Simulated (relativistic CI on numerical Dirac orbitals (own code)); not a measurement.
**Ru³⁺ (4d5) in crystal fields: levels and magnetism**

Aim: the levels, ground state and powder susceptibility of Ru³⁺ in 6 parametric crystal fields.

Method: Dirac-Coulomb-Breit CI, KLI orbitals optimised for each configuration, model QED (radiative potential, 1s self-energy scaled to tabulated hydrogen-like ionisation energies), valence Slater integrals scaled by 0.75, one configuration in a parametric crystal field. Code: relativistic CI on numerical Dirac orbitals (own code) version 1.

**1. What is computed**

```
ion            : Ru³⁺ (Ru IV)
nuclear charge : 44
electrons      : 41
open shell     : 4d5
Slater scale   : 0.75
field 1 (cm⁻¹) : Oh, 10Dq = 6000
field 2 (cm⁻¹) : Oh, 10Dq = 10750
field 3 (cm⁻¹) : Oh, 10Dq = 15550
field 4 (cm⁻¹) : Oh, 10Dq = 20350
field 5 (cm⁻¹) : Oh, 10Dq = 25100
field 6 (cm⁻¹) : Oh, 10Dq = 29900
```

The outer shells:

[Kr] 4d5
```
[Kr] core
4d [↑ ][↑ ][↑ ][↑ ][↑ ]
```

**2. Field 1: Oh, 10Dq = 6000**

The run's settings:

```ini
atom Ru  Z=44  charge=3  electrons=41
nucleus A=102  rms_radius_fm=4.4809
hamiltonian dirac-coulomb  breit=on  qed=on  c_scale=1
orbitals kli  potential=per-configuration
slater_scale 0.75
correlation none
mixing on
configurations
  [Kr] 4d5
end
crystal_field Oh 10Dq=6000
```

The program writes no log. Results of the run, from its result record (rounded, main fields):

```text
{
  "status": "converged",
  "cf_levels [E_cm, degeneracy, irrep, S_eff, L_eff, J_eff, g_principal]": [
    [0, 2, "G7", 2.488, 0.04365, 2.503, [3.327, 3.327, 3.327]],
    [0.5, 4, "G8", 2.488, 0.04268, 2.503, "-"],
    [15562.5, 2, "G7", 1.415, 3.303, 3.813, [2.39, 2.39, 2.39]],
    [16042.1, 4, "G8", 1.487, 3.251, 3.96, "-"],
    [16239.2, 4, "G8", 1.487, 3.248, 3.581, "-"],
    [16536.7, 2, "G6", 1.496, 3.238, 3.292, [2.823, 2.823, 2.823]],
    [18494.5, 2, "G7", 1.445, 3.857, 3.085, [1.84, 1.84, 1.84]],
    [18795.5, 4, "G8", 1.463, 3.81, 3.831, "-"],
    [19279.1, 2, "G6", 1.49, 3.803, 5.081, "-"],
    [19360.4, 4, "G8", 1.488, 3.814, 4.751, "-"],
    [20215.6, 4, "G8", 1.45, 4.043, 4.349, "-"],
    [20331.5, 2, "G7", 1.474, 4.002, 4.511, "-"],
    [20495.5, 2, "G6", 1.484, 4.002, 4.047, "-"],
    [20503.5, 4, "G8", 1.491, 4, 4.349, "-"],
    [21493.2, 2, "G7", 0.7151, 4.597, 4.745, "-"],
    [22698.9, 4, "G8", 0.6733, 4.883, 4.848, "-"],
    [23060.7, 4, "G8", 1.487, 2.61, 3.155, "-"],
    [23316.7, 2, "G6", 1.486, 2.524, 3.34, "-"],
    "... 27 more rows left out ..."
  ],
  "chiT [K, cm3 K/mol]": [[2, 4.33414], [5, 4.3573], [10, 4.36052], [20, 4.36132], [50, 4.36155], [100, 4.36161], [200, 4.36166], [300, 4.36171]],
  "stabilisation [cm-1]": -17.6829,
  "radial 4d5 [Ha, bohr]": {"<r^-3>(4d)": 6.6715, "<r^1>(4d)": 1.4388, "<r^2>(4d)": 2.4288, "<r^4>(4d)": 10.264, "F2(4d,4d)": 0.31826, "F4(4d,4d)": 0.20906, "zeta(4d)": 0.0051918},
  "n_levels_all": 84,
  "free-ion levels [i, E_cm, J2, term, w_term]": [
    [0, 0, 5, "6S", 0.9886],
    [1, 20102.535, 5, "4G", 0.9469],
    [2, 20368.1, 7, "4G", 0.9741],
    [3, 20452.649, 11, "4G", 0.9833],
    [4, 20525.44, 9, "4G", 0.9887],
    [5, 22497.639, 5, "4P", 0.6219],
    [6, 22958.661, 3, "4P", 0.6727],
    [7, 23571.867, 1, "4P", 0.8136],
    [8, 25108.079, 7, "4D", 0.9581],
    [9, 25829.983, 1, "4D", 0.8193],
    [10, 26227.335, 5, "4D", 0.6583],
    [11, 26273.86, 3, "4D", 0.6686],
    [12, 29007.831, 11, "2I", 0.9328],
    [13, 29540.529, 13, "2I", 1],
    [14, 31771.309, 5, "2D", 0.4752],
    [15, 32681.236, 3, "2D", 0.5903],
    [16, 33502.253, 7, "4F", 0.5075],
    [17, 33609.235, 9, "4F", 0.7205],
    "... 19 more rows left out ..."
  ]
}
```

Wall time 0.3 s (1 thread, shared host).

**3. Field 2: Oh, 10Dq = 10750**

Settings: those of step 2 with these lines changed.

```diff
@@ -10,2 +10,2 @@
 end
-crystal_field Oh 10Dq=6000
+crystal_field Oh 10Dq=10750
```

Results of the run:

```text
{
  "status": "converged",
  "cf_levels [E_cm, degeneracy, irrep, S_eff, L_eff, J_eff, g_principal]": [
    [0, 2, "G7", 2.481, 0.1176, 2.512, [3.32, 3.32, 3.32]],
    [3, 4, "G8", 2.482, 0.1093, 2.512, "-"],
    [10049.6, 2, "G7", 1.11, 3.691, 4.091, [2.442, 2.442, 2.442]],
    [11368, 4, "G8", 1.389, 3.36, 3.891, "-"],
    [11864.6, 4, "G8", 1.491, 3.128, 3.581, "-"],
    [12193.8, 2, "G6", 1.497, 3.111, 3.179, [2.895, 2.895, 2.895]],
    [13670.9, 2, "G7", 1.13, 3.901, 4.312, [1.743, 1.743, 1.743]],
    [14053.1, 4, "G8", 0.9152, 4.247, 4.394, "-"],
    [15992.9, 2, "G7", 1.429, 3.771, 3.248, "-"],
    [16079, 2, "G6", 1.493, 3.399, 4.378, "-"],
    [16138.4, 4, "G8", 1.484, 3.447, 4.119, "-"],
    [16357.5, 4, "G8", 1.361, 3.872, 3.872, "-"],
    [19603.7, 4, "G8", 1.195, 4.436, 4.658, "-"],
    [20057.9, 2, "G7", 1.362, 4.125, 4.599, "-"],
    "... 31 more rows left out ..."
  ],
  "chiT [K, cm3 K/mol]": [[2, 3.55419], [5, 4.19714], [10, 4.30736], [20, 4.33447], [50, 4.34192], [100, 4.34305], [200, 4.34347], [300, 4.34369]],
  "stabilisation [cm-1]": -69.2545,
  "n_levels_all": 84
}
```

It took 0.29 s on 1 thread, shared host.

**4. Field 3: Oh, 10Dq = 15550**

Settings: those of step 3 with these lines changed.

```diff
@@ -10,2 +10,2 @@
 end
-crystal_field Oh 10Dq=10750
+crystal_field Oh 10Dq=15550
```

Results of the run:

```text
{
  "status": "converged",
  "cf_levels [E_cm, degeneracy, irrep, S_eff, L_eff, J_eff, g_principal]": [
    [0, 2, "G7", 2.412, 0.6612, 2.624, [3.258, 3.258, 3.258]],
    [51.2, 4, "G8", 2.452, 0.3622, 2.556, "-"],
    [2474.6, 2, "G7", 0.8007, 4.123, 4.437, [2.429, 2.429, 2.429]],
    [4571.4, 4, "G8", 0.7234, 4.335, 4.35, "-"],
    [7460.4, 4, "G8", 1.509, 3.063, 3.61, "-"],
    [7782.8, 2, "G6", 1.497, 3.064, 3.149, [2.933, 2.933, 2.933]],
    [7943.8, 4, "G8", 1.436, 3.306, 3.87, "-"],
    [8226.7, 2, "G7", 1.455, 3.302, 3.946, [2.18, 2.18, 2.18]],
    [12049.1, 2, "G6", 1.494, 3.224, 4.072, "-"],
    [12113.5, 4, "G8", 1.492, 3.247, 3.861, "-"],
    [12144.9, 2, "G7", 1.467, 3.499, 3.147, "-"],
    [12233.1, 4, "G8", 1.469, 3.431, 3.576, "-"],
    [16432.7, 4, "G8", 0.6245, 5.155, 5.246, "-"],
    [16971.9, 2, "G7", 0.5862, 4.66, 4.9, "-"],
    "... 31 more rows left out ..."
  ],
  "chiT [K, cm3 K/mol]": [[2, 1.16858], [5, 1.42805], [10, 1.86092], [20, 2.67963], [50, 3.79676], [100, 4.102], [200, 4.18677], [300, 4.20484]],
  "stabilisation [cm-1]": -256.577,
  "n_levels_all": 84
}
```

It took 0.3 s on 1 thread, shared host.

**5. Field 4: Oh, 10Dq = 20350**

Settings: those of step 4 with these lines changed.

```diff
@@ -10,2 +10,2 @@
 end
-crystal_field Oh 10Dq=15550
+crystal_field Oh 10Dq=20350
```

Results of the run:

```text
{
  "status": "converged",
  "cf_levels [E_cm, degeneracy, irrep, S_eff, L_eff, J_eff, g_principal]": [
    [0, 2, "G7", 0.5794, 4.288, 4.568, [2.331, 2.331, 2.331]],
    [2139.1, 4, "G8", 0.5689, 4.431, 4.398, "-"],
    [6168.6, 4, "G8", 2.301, 1.195, 2.811, "-"],
    [6248, 2, "G7", 2.326, 1.11, 2.775, [3.149, 3.149, 3.149]],
    [9408.6, 4, "G8", 1.508, 3.043, 3.473, "-"],
    [9668.7, 2, "G6", 1.498, 3.043, 3.14, [2.958, 2.958, 2.958]],
    [9979.5, 4, "G8", 1.724, 2.789, 3.669, "-"],
    [10223.9, 2, "G7", 1.698, 2.865, 3.66, [2.389, 2.389, 2.389]],
    [14098.7, 2, "G6", 1.494, 3.151, 3.939, "-"],
    [14166.3, 4, "G8", 1.494, 3.159, 3.752, "-"],
    [14333.6, 4, "G8", 1.48, 3.303, 3.498, "-"],
    [14342.8, 2, "G7", 1.472, 3.37, 3.154, "-"],
    [18511.5, 4, "G8", 0.5407, 5.22, 5.315, "-"],
    [18915.6, 2, "G7", 0.5536, 4.641, 4.84, "-"],
    "... 31 more rows left out ..."
  ],
  "chiT [K, cm3 K/mol]": [[2, 0.510881], [5, 0.513048], [10, 0.516659], [20, 0.523882], [50, 0.545551], [100, 0.581666], [200, 0.653895], [300, 0.726075]],
  "stabilisation [cm-1]": -6810.56,
  "n_levels_all": 84
}
```

Wall time 0.3 s (1 thread, shared host).

**6. Field 5: Oh, 10Dq = 25100**

Settings: those of step 5 with these lines changed.

```diff
@@ -10,2 +10,2 @@
 end
-crystal_field Oh 10Dq=20350
+crystal_field Oh 10Dq=25100
```

Results of the run:

```text
{
  "status": "converged",
  "cf_levels [E_cm, degeneracy, irrep, S_eff, L_eff, J_eff, g_principal]": [
    [0, 2, "G7", 0.5332, 4.321, 4.599, [2.287, 2.287, 2.287]],
    [2081.4, 4, "G8", 0.5236, 4.434, 4.389, "-"],
    [12724.4, 4, "G8", 1.707, 2.695, 3.605, "-"],
    [12948.6, 2, "G7", 1.727, 2.685, 3.538, [2.493, 2.493, 2.493]],
    [13831, 4, "G8", 1.497, 3.045, 3.447, "-"],
    [14084.5, 2, "G6", 1.498, 3.031, 3.14, [2.976, 2.976, 2.976]],
    [16790.5, 4, "G8", 2.332, 1.218, 2.879, "-"],
    [16856.5, 2, "G7", 2.319, 1.29, 2.852, [3.045, 3.045, 3.045]],
    [18599, 2, "G6", 1.495, 3.114, 3.87, "-"],
    [18671.6, 4, "G8", 1.498, 3.114, 3.688, "-"],
    [18880.8, 4, "G8", 1.487, 3.229, 3.45, "-"],
    [18936.3, 2, "G7", 1.474, 3.295, 3.16, "-"],
    [22989.3, 4, "G8", 0.5226, 5.222, 5.325, "-"],
    [23348.3, 2, "G7", 0.544, 4.611, 4.793, "-"],
    "... 31 more rows left out ..."
  ],
  "chiT [K, cm3 K/mol]": [[2, 0.492069], [5, 0.49413], [10, 0.497565], [20, 0.504435], [50, 0.525046], [100, 0.559396], [200, 0.628096], [300, 0.696731]],
  "stabilisation [cm-1]": -15883.5,
  "n_levels_all": 84
}
```

Run time: 0.3 s. Hardware: 1 thread, shared host.

**7. Field 6: Oh, 10Dq = 29900**

Settings: those of step 6 with these lines changed.

```diff
@@ -10,2 +10,2 @@
 end
-crystal_field Oh 10Dq=25100
+crystal_field Oh 10Dq=29900
```

Results of the run:

```text
{
  "status": "converged",
  "cf_levels [E_cm, degeneracy, irrep, S_eff, L_eff, J_eff, g_principal]": [
    [0, 2, "G7", 0.5186, 4.325, 4.605, [2.255, 2.255, 2.255]],
    [2038, 4, "G8", 0.5127, 4.415, 4.369, "-"],
    [17677.3, 4, "G8", 1.542, 2.965, 3.781, "-"],
    [17904.8, 2, "G7", 1.544, 2.984, 3.714, [2.309, 2.309, 2.309]],
    [18400.2, 4, "G8", 1.497, 3.037, 3.442, "-"],
    [18661.7, 2, "G6", 1.498, 3.023, 3.141, [2.99, 2.99, 2.99]],
    [23226.6, 2, "G6", 1.495, 3.092, 3.828, [2.633, 2.633, 2.633]],
    [23282.6, 4, "G8", 1.498, 3.088, 3.674, "-"],
    [23524.3, 4, "G8", 1.489, 3.184, 3.45, "-"],
    [23620.1, 2, "G7", 1.475, 3.246, 3.172, "-"],
    [25709.8, 2, "G7", 2.46, 0.4942, 2.586, "-"],
    [25710.1, 4, "G8", 2.458, 0.5109, 2.577, "-"],
    [27594.6, 4, "G8", 0.516, 5.216, 5.325, "-"],
    [27930.3, 2, "G7", 0.5399, 4.585, 4.756, "-"],
    "... 31 more rows left out ..."
  ],
  "chiT [K, cm3 K/mol]": [[2, 0.478417], [5, 0.480426], [10, 0.483773], [20, 0.490467], [50, 0.510551], [100, 0.544024], [200, 0.610969], [300, 0.677835]],
  "stabilisation [cm-1]": -25190.4,
  "n_levels_all": 84
}
```

Wall time 0.3 s (1 thread, shared host).

**8. Comparison of the fields**

| field | ground state | degeneracy | S | J | first gap (cm⁻¹) | stabilisation (cm⁻¹) | χT at 2 K | χT at 300 K |
| --- | --- | --- | --- | --- | --- | --- | --- | --- |
| 1: Oh | G7 | 2 | 2.49 | 2.50 | 1 | -18 | 4.334 | 4.362 |
| 2: Oh | G7 | 2 | 2.48 | 2.51 | 3 | -69 | 3.554 | 4.344 |
| 3: Oh | G7 | 2 | 2.41 | 2.62 | 51 | -257 | 1.169 | 4.205 |
| 4: Oh | G7 | 2 | 0.58 | 4.57 | 2139 | -6811 | 0.511 | 0.726 |
| 5: Oh | G7 | 2 | 0.53 | 4.60 | 2081 | -15883 | 0.492 | 0.697 |
| 6: Oh | G7 | 2 | 0.52 | 4.61 | 2038 | -25190 | 0.478 | 0.678 |

χT is in cm³ K/mol; stabilisation counts from the free ion's lowest level; S and J come from the expectation values of their squares.

**9. Results**

| quantity | value |
| --- | --- |
| ground spin (effective S from ⟨S²⟩) | 1: 2.49, 2: 2.48, 3: 2.41, 4: 0.58, 5: 0.53, 6: 0.52 |
| χT at 300 K | 0.68 to 4.36 cm³ K/mol |
| ground doublet | field 1, g = 3.33, 3.33, 3.33 |

Between 10Dq = 15550 and 20350 cm⁻¹ the ground state changes from S about 2.41 to S = 1/2: a spin crossover. The field is a set of parameters, without covalency or charge transfer.
